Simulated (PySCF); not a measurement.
# One shape, several levels: C2HFSe (SMILES FC1=C[Se]1)

Aim: a comparison of 4 runs (HF/STO-3G, HF/6-311G**, B3LYP/6-31G*) of C2HFSe. 

Program for the calculation: PySCF 2.14.0.

1 further run of the same task is left out (set aside as unsound or not needed).

### Step 1. The structure to begin with

C2HFSe has 5 atoms, charge 0, and is taken as a singlet. As SMILES, `FC1=C[Se]1`. Geometry: relaxed at PBE0-D4/def2-TZVP.

Bond lengths: F1–C2 1.295 Å, C2–C3 1.273 Å, C2–Se4 1.914 Å, C3–Se4 2.039 Å, C3–H5 1.073 Å. Angles: F1–C2–C3 145.4°, F1–C2–Se4 138.0°, C3–C2–Se4 76.6°, C2–C3–Se4 66.0°, C2–Se4–C3 37.4°, C2–C3–H5 155.7°, Se4–C3–H5 138.4°.

### Step 2. Energy and forces at HF/STO-3G (run 1)

Input file input.py:

```python
# FC1=C[Se]1
from pyscf import gto

molecule = gto.M(
    atom='''
F       -0.351900      -1.459400       1.110400
C       -0.221300      -0.498100       0.252900
C        0.468300       0.517300      -0.085700
Se      -1.110800       0.136900      -1.318200
H        1.265800       1.229700      -0.000900
''',
    charge=0,
    verbose=4,
    max_memory=1860,
    basis='sto-3g',
)

myscf = molecule.RHF()
myscf.conv_tol = 1e-10
myscf.kernel()
if not myscf.converged:
    myscf = myscf.newton().run(myscf.mo_coeff, myscf.mo_occ)

energy = myscf.e_tot
print('Final energy', energy)
grad = myscf.nuc_grad_method().kernel()
myscf.analyze()
```

Started as:

```console
$ OMP_NUM_THREADS=1 python input.py
```

What it wrote:

```text
PySCF version 2.14.0

[... 64 lines left out ...]
Final energy -2546.840750019562
[... 16 lines left out ...]
Two-electron Coulomb Energy =         1348.212480352056900
[... 6 lines left out ...]
MO #4   energy= -53.4614357058283  occ= 2
[... 4 lines left out ...]
MO #9   energy= -8.21365219691016  occ= 2
[... 4 lines left out ...]
MO #14  energy= -1.67392156580219  occ= 2
[... 4 lines left out ...]
MO #19  energy= -1.07706256823936  occ= 2
[... 4 lines left out ...]
MO #24  energy= -0.579438775026474 occ= 2
[... 4 lines left out ...]
MO #29  energy= 0.252127205087518  occ= 0
[... 4 lines left out ...]
MO #34  energy= 1.17362414809828   occ= 0
[... 42 lines left out ...]
Dipole moment(X, Y, Z, Debye):  1.28302,  0.32550,  0.98415
```

Run time: 4.2 s. Hardware: 1 thread of Intel Xeon at 2.50GHz (Skylake/Cascade Lake), shared host; peak memory 0.12 GiB.

### Step 3. Energy and gradient at HF/6-311G(d,p) (run 2)

Input file calc.py:

```python
import pyscf.grad
from pyscf import gto

mol = gto.M(
    atom='''
F     -0.664995    -2.757866     2.098352
C     -0.418196    -0.941273     0.477912
C      0.884959     0.977555    -0.161950
Se    -2.099108     0.258704    -2.491037
H      2.392015     2.323796    -0.001701
''',
    verbose=3,
    max_memory=1860,
    basis='6-311g**',
    unit='bohr',
    charge=0,
    spin=0,
)

calc0 = mol.RHF()
calc0.conv_tol = 1e-10
calc0.kernel()
if not calc0.converged:
    calc0 = calc0.newton().run(calc0.mo_coeff, calc0.mo_occ)

etot = calc0.e_tot
print(f'total energy: {etot:.8f} hartree')
grad = calc0.Gradients().kernel()
dip = calc0.dip_moment()
pop, q = calc0.mulliken_pop()
```

Started as:

```console
$ OMP_NUM_THREADS=1 python calc.py
```

What it wrote:

```text
converged SCF energy = -2575.46945789322
total energy: -2575.46945789 hartree
[... 8 lines left out ...]
Dipole moment(X, Y, Z, Debye):  1.42440,  0.88478,  0.55209
[... 110 lines left out ...]
charge of    4H =      0.16325
```

Wall time 24 s (1 thread of Intel Xeon at 2.50GHz (Skylake/Cascade Lake), shared host); peak memory 0.23 GiB.

### Step 4. Energy and forces at B3LYP/6-31G(d) (spherical functions) (run 3)

Input file job.py:

```python
from pyscf import gto, dft

system = gto.Mole()
system.atom = '''
F       -0.351900      -1.459400       1.110400
C       -0.221300      -0.498100       0.252900
C        0.468300       0.517300      -0.085700
Se      -1.110800       0.136900      -1.318200
H        1.265800       1.229700      -0.000900
'''
system.max_memory = 1860
system.charge = 0
system.spin = 0
system.verbose = 3
system.basis = '6-31g*'
system.build()

calc0 = dft.RKS(system, xc='b3lyp')
calc0.grids.level = 5
calc0.conv_tol = 1e-10
calc0.kernel()
if not calc0.converged:
    calc0 = calc0.newton().run(calc0.mo_coeff, calc0.mo_occ)

e_final = calc0.e_tot
print(f'total energy: {e_final:.8f} hartree')
grad = calc0.nuc_grad_method().kernel()
calc0.analyze()
```

Started as:

```console
$ OMP_NUM_THREADS=1 python job.py
```

What it wrote:

```text
converged SCF energy = -2577.8186087708
[... 13 lines left out ...]
MO #4   energy= -52.1485425914639  occ= 2
[... 8 lines left out ...]
MO #13  energy= -2.11676960594345  occ= 2
[... 8 lines left out ...]
MO #22  energy= -0.547925269253108 occ= 2
[... 8 lines left out ...]
MO #31  energy= 0.0146495182021997 occ= 0
[... 8 lines left out ...]
MO #40  energy= 0.49738458379775   occ= 0
[... 8 lines left out ...]
MO #49  energy= 0.829883662691349  occ= 0
[... 8 lines left out ...]
MO #58  energy= 1.57431441480882   occ= 0
[... 8 lines left out ...]
MO #67  energy= 2.43089478915654   occ= 0
[... 8 lines left out ...]
MO #76  energy= 4.46486809193385   occ= 0
[... 6 lines left out ...]
Dipole moment(X, Y, Z, Debye):  1.33035,  0.54918,  0.80175
```

Wall time 44 s (1 thread of Intel Xeon at 2.50GHz (Skylake/Cascade Lake), shared host); peak memory 0.74 GiB.

### Step 5. Energy and gradient at B3LYP/6-31G(d) (Cartesian functions) (run 4)

Input file input.py:

```python
import pyscf.grad
from pyscf import gto, dft

system = gto.Mole()
system.atom = '''
F   -0.351900  -1.459400   1.110400
C   -0.221300  -0.498100   0.252900
C    0.468300   0.517300  -0.085700
Se  -1.110800   0.136900  -1.318200
H    1.265800   1.229700  -0.000900
'''
system.verbose = 4
system.charge = 0
system.basis = '6-31g*'
system.spin = 0
system.max_memory = 1860
system.cart = True
system.build()

mf = dft.RKS(system, xc='b3lyp')
mf.conv_tol = 1e-10
mf.grids.level = 5
mf.kernel()
if not mf.converged:
    mf = mf.newton().run(mf.mo_coeff, mf.mo_occ)

energy = mf.e_tot
print('Final energy', energy)
grad = mf.Gradients().kernel()
mf.analyze()
```

Started as:

```console
$ OMP_NUM_THREADS=1 python input.py
```

What it wrote:

```text
PySCF version 2.14.0

[... 77 lines left out ...]
Final energy -2577.8284779176274
[... 25 lines left out ...]
MO #5   energy= -52.1530955635356  occ= 2
[... 10 lines left out ...]
MO #16  energy= -2.09911405192257  occ= 2
[... 10 lines left out ...]
MO #27  energy= -0.31402007222169  occ= 2
[... 10 lines left out ...]
MO #38  energy= 0.385794036383786  occ= 0
[... 10 lines left out ...]
MO #49  energy= 0.824201415859776  occ= 0
[... 10 lines left out ...]
MO #60  energy= 1.72537732735782   occ= 0
[... 10 lines left out ...]
MO #71  energy= 2.89452484818949   occ= 0
[... 10 lines left out ...]
MO #82  energy= 89.7093095554911   occ= 0
[... 90 lines left out ...]
Dipole moment(X, Y, Z, Debye):  1.33325,  0.55135,  0.80250
```

It took 42 s on 1 thread of Intel Xeon at 2.50GHz (Skylake/Cascade Lake), shared host; peak memory 0.8 GiB.

### Step 6. Overview of the runs

```tsv
run	level	integration grid	Cartesian functions	energy (Eh)	dipole moment (D)	HOMO energy (eV)	LUMO energy (eV)	wall time
1	HF/STO-3G	–	no	-2546.840750	1.65	-5.90	6.86	4.2 s
2	HF/6-311G**	–	no	-2575.469458	1.77	-8.33	2.26	24 s
3	B3LYP/6-31G* (spherical functions)	5	no	-2577.818609	1.65	-5.39	-1.29	44 s
4	B3LYP/6-31G* (Cartesian functions)	5	yes	-2577.828478	1.65	-5.39	-1.29	42 s
```

### Step 7. Summary of results

| quantity | value |
| --- | --- |
| run 4: total energy | -2577.82848 Eh |
| run 4: dipole moment | 1.65 D |
| run 4: HOMO energy | -5.39 eV |
| run 4: LUMO energy | -1.29 eV |
| run 4: HOMO–LUMO gap | 4.10 eV |
| run 4: largest force on an atom | 0.936 eV/Å |

What this shows: The dipole moment (its size) runs from 1.65 D (B3LYP/6-31G*) to 1.77 D (HF/6-311G**). The two ends differ in method and basis. The HOMO–LUMO gap runs from 4.10 eV (B3LYP/6-31G*) to 12.76 eV (HF/STO-3G). In run 1 the basis is minimal, so the values are rough. All runs together took 1.9 min, the longest 44 s.
